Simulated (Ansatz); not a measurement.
Born–Oppenheimer molecular dynamics of a periodic cell of 20 atoms, NaScTl2F6 (start crystal NaScTl2F6, start structure Fm-3m, volume 1.05 times the crystal's). It goes on from the last frame of an earlier run, with new velocities.

The calculation used Ansatz 0.2.0, DFT r2SCAN-D3(BJ), scalar-relativistic, plane waves, PAW. Settings: cutoff 500 eV, k mesh 2x2x2, fermi-dirac smearing 0.36 eV, no spin polarisation.

```yaml
ensemble: NVT, Langevin thermostat
time_step: 1.5 fs
steps_asked: 169
set_temperature: 3360 K
friction: 0.02 /fs
temperature_schedule: 127 steps to 300 K, then 42 steps to 300 K
seed: 717838
```

Frames 1.5 fs apart, positions in Å, forces in eV/Å.

Velocities at 120.0 fs (Å/ps):

```
Na 13.85 2.61 0.39
Sc 6.94 -3.18 -0.23
Tl 1.30 4.10 -2.02
Tl 3.48 0.64 -4.17
F -5.57 1.43 -13.37
F -1.71 -4.27 4.35
F -11.87 -4.53 5.62
F -13.94 6.45 -5.07
F -3.06 -10.94 -11.54
F 4.45 -1.94 -2.90
Na 7.42 0.43 4.71
Sc -13.15 9.65 0.59
Tl -5.43 -2.95 1.84
Tl -4.15 -2.42 -0.34
F -4.74 -9.78 -3.22
F -6.88 1.69 -1.72
F -8.89 -8.78 -5.25
F -5.79 2.49 11.50
F 7.64 4.60 4.76
F -21.83 -10.71 6.45
```

```xyz
20
Lattice="8.8949 4.4475 4.4475 4.4475 8.8949 4.4475 4.4475 4.4475 8.8949" Properties=species:S:1:pos:R:3:forces:R:3 time_fs=120.0 energy_less_start_eV=-2.389 T=1767
Na 5.067 5.121 3.602 0.12 -0.16 0.59
Sc 0.233 0.232 0.178 0.01 -0.27 -1.13
Tl 1.640 1.995 2.981 0.02 0.23 -1.83
Tl 6.601 6.641 6.628 0.12 0.43 1.02
F 10.395 9.504 10.488 -1.99 0.54 -1.25
F 7.130 5.177 4.834 -0.19 -1.44 -0.53
F 7.493 10.993 9.202 0.74 -0.90 1.11
F 4.945 7.066 4.340 -0.06 0.51 0.08
F 8.023 8.379 11.408 -0.02 1.19 -1.16
F 3.955 4.054 6.582 0.86 0.75 0.78
Na 13.276 12.998 13.927 0.01 0.12 -0.42
Sc 8.344 9.129 9.436 -0.36 -1.82 -0.17
Tl 11.813 11.570 10.123 -1.51 -1.14 1.06
Tl 15.242 16.218 15.488 0.53 -1.02 2.15
F 10.970 13.550 12.979 0.61 0.23 0.24
F 6.597 7.797 9.048 1.23 2.14 0.46
F 13.339 10.944 12.893 0.52 0.04 0.02
F 9.197 7.005 9.324 -0.67 1.20 -0.44
F 13.743 12.846 11.164 -0.22 1.36 -1.20
F 8.616 9.909 7.492 0.23 -2.00 0.61
20
Lattice="8.8949 4.4475 4.4475 4.4475 8.8949 4.4475 4.4475 4.4475 8.8949" Properties=species:S:1:pos:R:3:forces:R:3 time_fs=121.5 energy_less_start_eV=-2.464 T=1666
Na 5.087 5.125 3.602 0.07 -0.16 0.55
Sc 0.244 0.227 0.179 -0.27 -0.20 -1.03
Tl 1.641 2.001 2.979 -0.08 0.27 -1.82
Tl 6.606 6.643 6.622 0.10 0.44 1.04
F 10.384 9.505 10.467 -1.99 0.46 -1.19
F 7.127 5.170 4.838 -0.19 -1.45 -0.53
F 7.474 10.985 9.213 0.78 -0.79 1.05
F 4.922 7.077 4.336 0.01 0.36 0.04
F 8.018 8.364 11.392 0.01 1.27 -1.01
F 3.962 4.052 6.579 0.79 0.72 0.74
Na 13.286 13.001 13.934 0.00 0.10 -0.44
Sc 8.325 9.143 9.438 -0.22 -2.06 -0.12
Tl 11.806 11.565 10.126 -1.48 -1.07 1.09
Tl 15.236 16.215 15.487 0.49 -0.89 2.23
F 10.964 13.534 12.978 0.81 0.25 0.19
F 6.589 7.801 9.045 1.19 2.12 0.46
F 13.328 10.934 12.884 0.56 0.09 0.01
F 9.189 7.009 9.339 -0.63 1.12 -0.55
F 13.751 12.851 11.169 -0.23 1.33 -1.23
F 8.585 9.892 7.501 0.27 -1.92 0.53
20
Lattice="8.8949 4.4475 4.4475 4.4475 8.8949 4.4475 4.4475 4.4475 8.8949" Properties=species:S:1:pos:R:3:forces:R:3 time_fs=123.0 energy_less_start_eV=-2.548 T=1599
Na 5.106 5.129 3.600 0.04 -0.16 0.51
Sc 0.256 0.222 0.181 -0.55 -0.07 -0.95
Tl 1.644 2.006 2.978 -0.18 0.29 -1.84
Tl 6.612 6.644 6.614 0.08 0.43 1.05
F 10.371 9.505 10.444 -1.99 0.41 -1.13
F 7.123 5.160 4.838 -0.16 -1.43 -0.52
F 7.451 10.976 9.227 0.84 -0.71 0.93
F 4.897 7.087 4.335 0.09 0.20 -0.01
F 8.011 8.352 11.378 0.02 1.32 -0.87
F 3.968 4.050 6.576 0.73 0.70 0.69
Na 13.296 13.005 13.941 -0.01 0.08 -0.46
Sc 8.307 9.155 9.441 -0.08 -2.30 -0.09
Tl 11.798 11.559 10.129 -1.48 -1.00 1.13
Tl 15.231 16.213 15.486 0.42 -0.75 2.34
F 10.961 13.519 12.977 0.99 0.27 0.14
F 6.585 7.809 9.043 1.15 2.09 0.46
F 13.322 10.925 12.877 0.59 0.10 0.03
F 9.181 7.013 9.349 -0.59 1.05 -0.63
F 13.757 12.857 11.173 -0.22 1.31 -1.25
F 8.557 9.872 7.509 0.30 -1.82 0.46
20
Lattice="8.8949 4.4475 4.4475 4.4475 8.8949 4.4475 4.4475 4.4475 8.8949" Properties=species:S:1:pos:R:3:forces:R:3 time_fs=124.5 energy_less_start_eV=-2.634 T=1632
Na 5.123 5.134 3.600 0.02 -0.16 0.46
Sc 0.269 0.216 0.184 -0.86 0.07 -0.86
Tl 1.646 2.011 2.978 -0.26 0.32 -1.84
Tl 6.617 6.645 6.607 0.08 0.41 1.04
F 10.359 9.505 10.418 -1.99 0.35 -1.06
F 7.116 5.145 4.837 -0.12 -1.39 -0.49
F 7.430 10.968 9.242 0.89 -0.61 0.79
F 4.875 7.096 4.336 0.18 0.06 -0.07
F 8.005 8.341 11.364 0.04 1.36 -0.72
F 3.973 4.047 6.575 0.69 0.67 0.65
Na 13.304 13.007 13.946 -0.01 0.06 -0.47
Sc 8.291 9.168 9.444 0.07 -2.55 -0.02
Tl 11.791 11.553 10.132 -1.47 -0.95 1.16
Tl 15.227 16.211 15.484 0.33 -0.62 2.47
F 10.960 13.505 12.976 1.17 0.28 0.09
F 6.585 7.819 9.044 1.08 2.05 0.43
F 13.313 10.916 12.869 0.62 0.10 0.06
F 9.173 7.019 9.360 -0.55 0.96 -0.71
F 13.763 12.862 11.175 -0.22 1.28 -1.26
F 8.533 9.849 7.522 0.32 -1.70 0.35
20
Lattice="8.8949 4.4475 4.4475 4.4475 8.8949 4.4475 4.4475 4.4475 8.8949" Properties=species:S:1:pos:R:3:forces:R:3 time_fs=126.0 energy_less_start_eV=-2.719 T=1649
Na 5.141 5.138 3.602 -0.01 -0.16 0.40
Sc 0.283 0.207 0.185 -1.24 0.27 -0.78
Tl 1.648 2.016 2.978 -0.34 0.36 -1.83
Tl 6.622 6.646 6.601 0.07 0.37 1.03
F 10.345 9.507 10.389 -1.98 0.29 -0.97
F 7.109 5.128 4.836 -0.08 -1.34 -0.45
F 7.411 10.958 9.255 0.90 -0.46 0.66
F 4.858 7.105 4.338 0.25 -0.11 -0.12
F 7.996 8.327 11.351 0.05 1.39 -0.57
F 3.979 4.045 6.575 0.66 0.65 0.61
Na 13.309 13.006 13.952 0.00 0.04 -0.49
Sc 8.276 9.180 9.444 0.23 -2.84 0.15
Tl 11.786 11.547 10.136 -1.47 -0.91 1.20
Tl 15.223 16.210 15.482 0.26 -0.47 2.59
F 10.957 13.492 12.976 1.43 0.29 0.02
F 6.591 7.833 9.050 0.96 1.98 0.37
F 13.298 10.907 12.858 0.68 0.08 0.10
F 9.166 7.028 9.373 -0.51 0.86 -0.82
F 13.770 12.867 11.176 -0.20 1.26 -1.27
F 8.513 9.824 7.540 0.36 -1.57 0.16
20
Lattice="8.8949 4.4475 4.4475 4.4475 8.8949 4.4475 4.4475 4.4475 8.8949" Properties=species:S:1:pos:R:3:forces:R:3 time_fs=127.5 energy_less_start_eV=-2.784 T=1665
Na 5.159 5.142 3.602 -0.04 -0.16 0.34
Sc 0.297 0.197 0.187 -1.62 0.52 -0.72
Tl 1.650 2.021 2.978 -0.40 0.41 -1.82
Tl 6.626 6.647 6.595 0.07 0.33 1.01
F 10.329 9.513 10.360 -1.96 0.21 -0.89
F 7.101 5.111 4.835 -0.04 -1.29 -0.40
F 7.392 10.943 9.268 0.87 -0.29 0.53
F 4.841 7.116 4.338 0.31 -0.31 -0.18
F 7.990 8.313 11.339 0.06 1.42 -0.41
F 3.984 4.044 6.576 0.62 0.63 0.57
Na 13.313 13.004 13.957 0.01 0.03 -0.51
Sc 8.263 9.191 9.440 0.41 -3.14 0.40
Tl 11.779 11.541 10.140 -1.47 -0.87 1.23
Tl 15.219 16.209 15.479 0.18 -0.31 2.71
F 10.956 13.478 12.977 1.66 0.31 -0.04
F 6.603 7.849 9.057 0.81 1.90 0.29
F 13.280 10.899 12.845 0.76 0.05 0.16
F 9.157 7.037 9.385 -0.45 0.75 -0.93
F 13.779 12.874 11.174 -0.19 1.23 -1.26
F 8.497 9.802 7.558 0.40 -1.43 -0.09
20
Lattice="8.8949 4.4475 4.4475 4.4475 8.8949 4.4475 4.4475 4.4475 8.8949" Properties=species:S:1:pos:R:3:forces:R:3 time_fs=129.0 energy_less_start_eV=-2.828 T=1706
Na 5.178 5.149 3.600 -0.08 -0.15 0.29
Sc 0.310 0.188 0.190 -1.93 0.80 -0.70
Tl 1.652 2.025 2.978 -0.44 0.46 -1.80
Tl 6.630 6.648 6.590 0.06 0.28 0.99
F 10.312 9.519 10.335 -1.91 0.15 -0.81
F 7.091 5.091 4.835 0.01 -1.21 -0.34
F 7.375 10.928 9.284 0.82 -0.08 0.37
F 4.822 7.129 4.336 0.39 -0.53 -0.23
F 7.986 8.299 11.326 0.05 1.44 -0.25
F 3.988 4.039 6.581 0.60 0.62 0.53
Na 13.315 13.001 13.961 0.02 0.02 -0.52
Sc 8.249 9.200 9.435 0.63 -3.46 0.69
Tl 11.772 11.536 10.146 -1.47 -0.85 1.26
Tl 15.215 16.209 15.476 0.07 -0.16 2.83
F 10.957 13.466 12.977 1.84 0.32 -0.09
F 6.616 7.868 9.063 0.63 1.80 0.21
F 13.261 10.894 12.831 0.83 -0.01 0.23
F 9.146 7.044 9.395 -0.38 0.64 -1.03
F 13.789 12.881 11.169 -0.18 1.20 -1.24
F 8.484 9.781 7.573 0.43 -1.29 -0.37
20
Lattice="8.8949 4.4475 4.4475 4.4475 8.8949 4.4475 4.4475 4.4475 8.8949" Properties=species:S:1:pos:R:3:forces:R:3 time_fs=130.5 energy_less_start_eV=-2.870 T=1827
Na 5.199 5.160 3.599 -0.12 -0.16 0.22
Sc 0.321 0.178 0.194 -2.18 1.08 -0.72
Tl 1.654 2.028 2.978 -0.45 0.51 -1.75
Tl 6.635 6.647 6.585 0.05 0.23 0.97
F 10.292 9.524 10.310 -1.86 0.10 -0.74
F 7.083 5.068 4.832 0.07 -1.10 -0.28
F 7.361 10.912 9.303 0.75 0.13 0.14
F 4.802 7.140 4.331 0.45 -0.74 -0.26
F 7.979 8.282 11.312 0.04 1.45 -0.08
F 3.991 4.032 6.590 0.58 0.62 0.48
Na 13.315 12.998 13.962 0.04 0.02 -0.53
Sc 8.236 9.208 9.433 0.88 -3.79 0.97
Tl 11.764 11.530 10.152 -1.47 -0.84 1.29
Tl 15.212 16.207 15.473 -0.06 0.00 2.97
F 10.960 13.454 12.978 1.98 0.33 -0.13
F 6.629 7.891 9.068 0.42 1.68 0.11
F 13.248 10.889 12.815 0.88 -0.08 0.31
F 9.135 7.052 9.401 -0.30 0.53 -1.11
F 13.799 12.891 11.162 -0.16 1.16 -1.21
F 8.475 9.760 7.588 0.46 -1.14 -0.65
20
Lattice="8.8949 4.4475 4.4475 4.4475 8.8949 4.4475 4.4475 4.4475 8.8949" Properties=species:S:1:pos:R:3:forces:R:3 time_fs=132.0 energy_less_start_eV=-2.918 T=1759
Na 5.219 5.171 3.598 -0.16 -0.17 0.15
Sc 0.331 0.170 0.198 -2.39 1.28 -0.77
Tl 1.655 2.031 2.977 -0.43 0.56 -1.69
Tl 6.638 6.646 6.580 0.04 0.18 0.95
F 10.270 9.529 10.287 -1.78 0.07 -0.66
F 7.075 5.045 4.825 0.15 -0.99 -0.20
F 7.345 10.899 9.324 0.70 0.31 -0.13
F 4.784 7.149 4.326 0.49 -0.90 -0.27
F 7.973 8.268 11.296 0.01 1.45 0.10
F 3.994 4.025 6.599 0.57 0.62 0.44
Na 13.315 12.998 13.962 0.05 0.02 -0.53
Sc 8.223 9.214 9.431 1.14 -4.05 1.26
Tl 11.757 11.523 10.160 -1.45 -0.83 1.30
Tl 15.209 16.206 15.470 -0.21 0.17 3.15
F 10.966 13.445 12.982 2.08 0.32 -0.16
F 6.642 7.914 9.070 0.19 1.52 0.02
F 13.242 10.883 12.797 0.90 -0.12 0.39
F 9.125 7.065 9.406 -0.23 0.42 -1.20
F 13.809 12.903 11.151 -0.16 1.11 -1.16
F 8.468 9.736 7.603 0.47 -0.97 -0.97
20
Lattice="8.8949 4.4475 4.4475 4.4475 8.8949 4.4475 4.4475 4.4475 8.8949" Properties=species:S:1:pos:R:3:forces:R:3 time_fs=133.5 energy_less_start_eV=-2.984 T=1715
Na 5.240 5.180 3.596 -0.20 -0.18 0.08
Sc 0.341 0.165 0.200 -2.54 1.40 -0.82
Tl 1.655 2.034 2.976 -0.39 0.61 -1.61
Tl 6.641 6.643 6.574 0.04 0.13 0.93
F 10.245 9.535 10.262 -1.67 0.05 -0.58
F 7.067 5.023 4.817 0.24 -0.88 -0.14
F 7.330 10.887 9.345 0.67 0.41 -0.43
F 4.768 7.156 4.319 0.52 -1.02 -0.27
F 7.968 8.257 11.284 -0.03 1.42 0.28
F 3.996 4.021 6.606 0.55 0.63 0.40
Na 13.317 12.999 13.959 0.06 0.02 -0.53
Sc 8.213 9.216 9.430 1.39 -4.20 1.55
Tl 11.750 11.517 10.168 -1.43 -0.82 1.29
Tl 15.207 16.205 15.467 -0.35 0.35 3.32
F 10.973 13.439 12.986 2.15 0.31 -0.18
F 6.656 7.941 9.072 -0.09 1.33 -0.08
F 13.239 10.877 12.780 0.91 -0.13 0.45
F 9.117 7.082 9.409 -0.16 0.30 -1.28
F 13.820 12.915 11.137 -0.15 1.05 -1.09
F 8.461 9.707 7.615 0.48 -0.79 -1.29
20
Lattice="8.8949 4.4475 4.4475 4.4475 8.8949 4.4475 4.4475 4.4475 8.8949" Properties=species:S:1:pos:R:3:forces:R:3 time_fs=135.0 energy_less_start_eV=-3.065 T=1596
Na 5.261 5.189 3.593 -0.26 -0.18 0.01
Sc 0.347 0.161 0.200 -2.57 1.45 -0.89
Tl 1.655 2.036 2.974 -0.34 0.65 -1.51
Tl 6.644 6.641 6.568 0.03 0.10 0.90
F 10.220 9.541 10.237 -1.54 0.04 -0.49
F 7.059 5.000 4.812 0.33 -0.77 -0.08
F 7.318 10.877 9.365 0.67 0.46 -0.72
F 4.752 7.162 4.313 0.55 -1.10 -0.26
F 7.966 8.246 11.277 -0.07 1.39 0.42
F 3.999 4.016 6.612 0.54 0.65 0.37
Na 13.320 13.000 13.954 0.06 0.03 -0.51
Sc 8.204 9.214 9.430 1.65 -4.19 1.79
Tl 11.743 11.511 10.174 -1.41 -0.82 1.29
Tl 15.204 16.204 15.465 -0.47 0.50 3.47
F 10.982 13.434 12.987 2.13 0.30 -0.17
F 6.672 7.971 9.073 -0.44 1.06 -0.17
F 13.239 10.870 12.769 0.90 -0.12 0.50
F 9.108 7.099 9.412 -0.10 0.19 -1.34
F 13.831 12.927 11.126 -0.15 0.99 -1.04
F 8.455 9.673 7.622 0.49 -0.63 -1.56
```

Of the whole run (254 fs, mean temperature of the second half 985 K): The schedule's set-point averaged 556 K over the second half and the system 985 K, so it lags behind the ramp. A run of 0.25 ps of so small a system gives no equilibrium averages. Limits of this set-up: coarse k mesh.

The run took 28 min on 4 threads of Intel(R) Xeon(R) Platinum 8488C (Sapphire Rapids) (shared host), peak memory 2.3 GiB.
